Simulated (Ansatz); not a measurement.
# C2H6BrInSi: the cost of one run

Program: Ansatz 0.2.0. Level of theory: RKS PBE0-D4/def2-SVP. These are calculated values, not measurements.

**1. The system as given**

Bond lengths: Br1–Si2 2.231 Å, Si2–C3 1.855 Å, Si2–In4 2.841 Å, Si2–C5 1.872 Å, Si2–H6 1.469 Å, C3–H7 1.153 Å, C3–H8 1.156 Å, In4–H8 2.057 Å, In4–H9 1.662 Å, C5–H10 1.099 Å, C5–H11 1.139 Å. Angles (14 of 20 angles, heavy atoms first): Br1–Si2–C3 109.7°, Br1–Si2–In4 177.5°, Br1–Si2–C5 108.3°, C3–Si2–In4 70.1°, C3–Si2–C5 110.4°, In4–Si2–C5 69.7°, Br1–Si2–H6 110.9°, C3–Si2–H6 108.1°, In4–Si2–H6 71.4°, C5–Si2–H6 109.5°, Si2–C3–H7 109.7°, Si2–C3–H8 111.0°, Si2–In4–H8 59.2°, Si2–In4–H9 95.2°.

Coordinates:

```xyz
11

Br   -2.4583   -0.0345    1.7161
Si   -0.9486    0.1134    0.0803
C    -0.0205    1.7123    0.2282
In    1.0586    0.2576   -1.9256
C     0.2255   -1.3375    0.2292
H    -1.5993    0.0843   -1.2359
H     0.5338    1.7483    1.2383
H     0.8194    1.7792   -0.5629
H     2.0943   -0.8069   -1.1790
H    -0.3427   -2.2761    0.1689
H     0.7032   -1.2971    1.2628
```

**2. End point A**

Contents of input.yaml:

```yaml
crystal:
  periodic: [false, false, false]
  atoms:
    - { symbol: Br, position_ang: [-2.4583, -0.0345, 1.7161] }
    - { symbol: Si, position_ang: [-0.9486, 0.1134, 0.0803] }
    - { symbol: C, position_ang: [-0.0205, 1.7123, 0.2282] }
    - { symbol: In, position_ang: [1.0586, 0.2576, -1.9256] }
    - { symbol: C, position_ang: [0.2255, -1.3375, 0.2292] }
    - { symbol: H, position_ang: [-1.5993, 0.0843, -1.2359] }
    - { symbol: H, position_ang: [0.5338, 1.7483, 1.2383] }
    - { symbol: H, position_ang: [0.8194, 1.7792, -0.5629] }
    - { symbol: H, position_ang: [2.0943, -0.8069, -1.179] }
    - { symbol: H, position_ang: [-0.3427, -2.2761, 0.1689] }
    - { symbol: H, position_ang: [0.7032, -1.2971, 1.2628] }
basis:
  gaussian: { orbitals: def2-SVP }
hamiltonian:
  xc: pbe0
  dispersion: d4
relax:
  f_tol: 0.015
  max_steps: 40
```

Launch:

```bash
ansatz run input.yaml --threads 2 --pin off --max-ram 3072MiB --backend cpu --events-out ev --progress --plain --runs-dir out
```

**Question.** How long does this run take on 2 threads of Intel Xeon Platinum 8488C (Sapphire Rapids), shared host, and how much memory does it need?

About 1.9 min, with a peak of 0.43 GiB.
